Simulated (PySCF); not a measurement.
# From one method to the next for HI⁻

Aim: see what other levels and later steps give for HI⁻.

Method: method and basis as typed in the scripts; program: PySCF 2.14.0.

4 further runs of the same task are left out: 3 for a known fault of the program, 1 that didn't finish.

### Step 1. Starting geometry

HI⁻: 2 atoms, charge -1, spin multiplicity 2.

Bond lengths: H1–I2 1.643 Å.

### Step 2. Base script

input.py

```python
from pyscf import gto, dft

mol = gto.M(
    atom='H 0 0 0; I 0 0 1.643',
    basis='def2-svp',
    ecp={'I': 'def2-svp'},
    charge=-1,
    spin=1,
    verbose=4,
)
mf = dft.UKS(mol, xc='scan')
mf.kernel()
mf.mulliken_pop()
mf.dip_moment()
print('orbital energies (hartree):', [e[max(0, n-3):n+3].round(4) for e, n in zip(mf.mo_energy, mol.nelec)])
```

Launch:

```
OMP_NUM_THREADS=1 python input.py
```

Its log is not repeated here.

Base result: E(SCF) = -298.348722 Eh, 10 cycles, ⟨S²⟩ = 0.753.

The bond length is a typed value, not an optimised one. The dipole of an ion depends on the origin.

### Step 3. Slater,

Run 1 changes functional: scan → slater,.

input.py

```python
from pyscf import gto, dft

mol = gto.M(
    atom='H 0 0 0; I 0 0 1.643',
    basis='def2-svp',
    ecp={'I': 'def2-svp'},
    charge=-1,
    spin=1,
    verbose=4,
)
mf = dft.UKS(mol, xc='slater,')
mf.kernel()
mf.mulliken_pop()
mf.dip_moment()
print('orbital energies (hartree):', [e[max(0, n-3):n+3].round(4) for e, n in zip(mf.mo_energy, mol.nelec)])
```

Launch:

```
OMP_NUM_THREADS=1 python input.py
```

### Step 4. Hse06

Run 2 changes functional: scan → hse06.

input.py: that of step 2 with these lines changed.

```diff
@@ -10,3 +10,3 @@
 )
-mf = dft.UKS(mol, xc='scan')
+mf = dft.UKS(mol, xc='hse06')
 mf.kernel()
```

### Step 5. MP2 (UHF)

Run 3 changes step after the SCF: analyze → mp2; SCF type: UKS → UHF; functional: scan → none (Hartree–Fock); frozen orbitals: none → 4.

input.py: that of step 2 with these lines changed.

```diff
@@ -1,2 +1,2 @@
-from pyscf import gto, dft
+from pyscf import gto, scf, mp
 
@@ -10,5 +10,5 @@
 )
-mf = dft.UKS(mol, xc='scan')
+mf = scf.UHF(mol)
 mf.kernel()
-mf.mulliken_pop()
+mp.MP2(mf, frozen=4).kernel()
 mf.dip_moment()
```

Before running it: what results should come out? Wanted: for each run, E(SCF); from base; gap, α spin; after the SCF.

The runs gave:

| run | E(SCF) (hartree) | from base (eV) | cycles | gap, α spin (eV) | after the SCF |
| --- | --- | --- | --- | --- | --- |
| base | -298.348722 | 0 | 10 | 8.46 | n/a |
| slater, (poor choice) | -295.982968 | not comparable | 9 | 7.50 | n/a |
| hse06 | -298.253804 | not comparable | 9 | 8.93 | n/a |
| MP2 (UHF) | -297.158538 | not comparable | 10 | 16.26 | MP2 correlation -3.622 eV, core frozen |

The highest filled level of this anion is positive: the basis lacks diffuse functions or the electron is not bound, so these numbers hang on the basis. A lower total energy from another functional means nothing by itself. Rows marked «poor choice» come from settings spoiled on purpose.
